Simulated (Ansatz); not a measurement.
**ClH2SeSi radical: one species, many methods**

The task here is to estimate one member of a computed series from the others.

Method: functionals in def2-TZVPP, the program's frozen cores in correlated methods; program: Ansatz 0.2.0, Gaussian basis.

Plan: LDA (SPW92), PBE-D4, revPBE-D4, BLYP-D4, r2SCAN-D4, B97M-V, PBE0-D4, B3LYP-D4, r2SCANh-D4, r2SCAN0-D4, HSE06-D4, BHLYP-D4, CAM-B3LYP-D4, LC-ωPBE, ωB97X-V, ωB97M-V, B2PLYP, PBE-QIDH; CCSD(T)/def2-SVP; CCSD(T)/def2-TZVPP; MP2/def2-QZVPP; extrapolation to the limit; RPA on PBE.

### The geometry

An earlier PBE0-D4 in a triple-zeta def2 set relaxation fixed the geometry.

SMILES `Cl[SiH][SeH]`, 5 atoms, charge 0, spin multiplicity 2.

Atoms are counted from 1 here; the program's logs count them from 0.

Bond lengths: Cl1–Si2 2.061 Å, Si2–Se3 2.266 Å, Si2–H4 1.489 Å, Se3–H5 1.469 Å. Angles: Cl1–Si2–Se3 113.7°, Cl1–Si2–H4 107.9°, Se3–Si2–H4 104.8°, Si2–Se3–H5 93.1°.

As a file:

```xyz
5

Cl   -2.09853   -0.28613    0.14386
Si   -0.12181   -0.76122   -0.19390
Se    1.30077    0.97290    0.12818
H     0.28379   -1.77805    0.81592
H     0.68568    1.77880   -0.93546
```

Set-up of the first run:

in.yaml

```yaml
crystal:
  periodic: [false, false, false]
  atoms:
    - {symbol: Cl, position_ang: [-2.098530, -0.286133, 0.143861]}
    - {symbol: Si, position_ang: [-0.121807, -0.761218, -0.193904]}
    - {symbol: Se, position_ang: [1.300766, 0.972904, 0.128184]}
    - {symbol: H, position_ang: [0.283787, -1.778051, 0.815916]}
    - {symbol: H, position_ang: [0.685683, 1.778797, -0.935457]}
basis:
  gaussian: {orbitals: def2-TZVPP}
magnetization: {spin_polarized: true, initial_magnetization: 1}
hamiltonian: {xc: lda}
output: {orbitals: {seedname: orbitals}}
```

Among the steps run: LDA; PBE-D4 (GGA); revPBE-D4 (GGA); BLYP-D4 (GGA); r2SCAN-D4 (meta-GGA); B97M-V (meta-GGA); PBE0-D4 (hybrid); B3LYP-D4 (hybrid); r2SCANh-D4 (hybrid); r2SCAN0-D4 (hybrid); HSE06-D4 (hybrid); BHLYP-D4 (hybrid); CAM-B3LYP-D4 (range-separated); LC-ωPBE-D4 (range-separated; the results give it without D4); ωB97X-V (range-separated); ωB97M-V (range-separated); B2PLYP (double hybrid); PBE-QIDH (double hybrid).

One table of the session follows, with a row left open; its other results are not shown here.

It belongs to the step «Orbital energies across the functionals». 

```
  functional  HOMO (eV)  LUMO (eV)  gap (eV)
 LDA (SPW92)      -5.20      -4.22      0.99
      PBE-D4      -5.21      -3.82      1.39
   revPBE-D4      -5.19      -3.70      1.50
     BLYP-D4      -5.01      -3.83      1.18
   r2SCAN-D4      -5.57      -3.41      2.17
      B97M-V      -5.34      -3.86      1.49
     PBE0-D4      -6.34      -2.98      3.36
    B3LYP-D4      -6.06      -3.35      2.72
  r2SCANh-D4      -5.98      -3.12      2.86
  r2SCAN0-D4      -6.60      -2.70      3.90
    HSE06-D4      -5.95      -3.36      2.59
    BHLYP-D4      -7.28      -2.21      5.07
CAM-B3LYP-D4      -7.53      -2.10      5.42
     LC-ωPBE      -8.93      -0.76      8.17
     ωB97X-V      -8.44      -1.25      7.19
     ωB97M-V          ?          ?         ?
```

**Question.** Estimate the row for ωB97M-V.

As computed: HOMO (eV): -8.09; LUMO (eV): -1.39; gap (eV): 6.70. In the column «HOMO (eV)» it lies between ωB97X-V (-8.44) and CAM-B3LYP-D4 (-7.53).
